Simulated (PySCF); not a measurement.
**CaCl at other levels of theory**

Aim: see what other levels and later steps give for CaCl.

The runs use PySCF 2.14.0; each script names its method and basis.

5 further runs of the same task are left out: 5 that didn't finish.

**1. The starting structure**

CaCl: 2 atoms, charge 0, spin multiplicity 2.

Bond lengths: Ca1–Cl2 2.143 Å.

**2. The run that the others are compared with**

The input, input.py:

```python
from pyscf import gto, dft

mol = gto.M(
    atom='Ca 0 0 0; Cl 0 0 2.143',
    basis='minao',
    charge=0,
    spin=1,
    verbose=4,
)
mf = dft.UKS(mol, xc='m062x')
mf.kernel()
mf.stability(internal=True, external=True)
mf.dip_moment()
print('orbital energies (hartree):', [e[max(0, n-3):n+3].round(4) for e, n in zip(mf.mo_energy, mol.nelec)])
```

Launch:

```bash
$ OMP_NUM_THREADS=1 python input.py
```

**3. Pbe0**

Edit 1 changes functional: m062x → pbe0.

Edit input.py of step 2 so:

```diff
@@ -9,3 +9,3 @@
 )
-mf = dft.UKS(mol, xc='m062x')
+mf = dft.UKS(mol, xc='pbe0')
 mf.kernel()
```

**4. Hf,lyp**

Edit 2 changes functional: m062x → hf,lyp.

Edit input.py of step 2 so:

```diff
@@ -9,3 +9,3 @@
 )
-mf = dft.UKS(mol, xc='m062x')
+mf = dft.UKS(mol, xc='hf,lyp')
 mf.kernel()
```

**5. Mn15l**

Edit 3 changes functional: m062x → mn15l.

Edit input.py of step 2 so:

```diff
@@ -9,3 +9,3 @@
 )
-mf = dft.UKS(mol, xc='m062x')
+mf = dft.UKS(mol, xc='mn15l')
 mf.kernel()
```

**6. MP2 (UHF)**

Edit 4 changes step after the SCF: stability → mp2; SCF type: UKS → UHF; functional: m062x → none (Hartree–Fock).

Edit input.py of step 2 so:

```diff
@@ -1,2 +1,2 @@
-from pyscf import gto, dft
+from pyscf import gto, scf, mp
 
@@ -9,5 +9,5 @@
 )
-mf = dft.UKS(mol, xc='m062x')
+mf = scf.UHF(mol)
 mf.kernel()
-mf.stability(internal=True, external=True)
+mp.MP2(mf).kernel()
 mf.dip_moment()
```

**7. SCF alone**

Edit 5 changes step after the SCF: stability → none.

Edit input.py of step 2 so:

```diff
@@ -11,3 +11,2 @@
 mf.kernel()
-mf.stability(internal=True, external=True)
 mf.dip_moment()
```

Before running it: what results should come out? Wanted: for each run, E(SCF); from base; SCF dipole; after the SCF.

**Answer**, as computed:

```
      run  E(SCF) (hartree)  from base (eV)  cycles  SCF dipole (D)                 after the SCF
     base      -1137.696994               0       7            7.86                        stable
     pbe0      -1137.377541  not comparable       6            8.01  unstable: UHF/UKS -> GHF/GKS
   hf,lyp      -1137.747819  not comparable       6            9.02                        stable
    mn15l      -1137.601235  not comparable       6            7.42  unstable: UHF/UKS -> GHF/GKS
MP2 (UHF)      -1136.196966  not comparable       6            9.07                           n/a
SCF alone      -1137.696994          0.0000       7            7.86                           n/a
```

**Reading.** Total energies of different functionals can't be compared with each other; differences within one functional can.
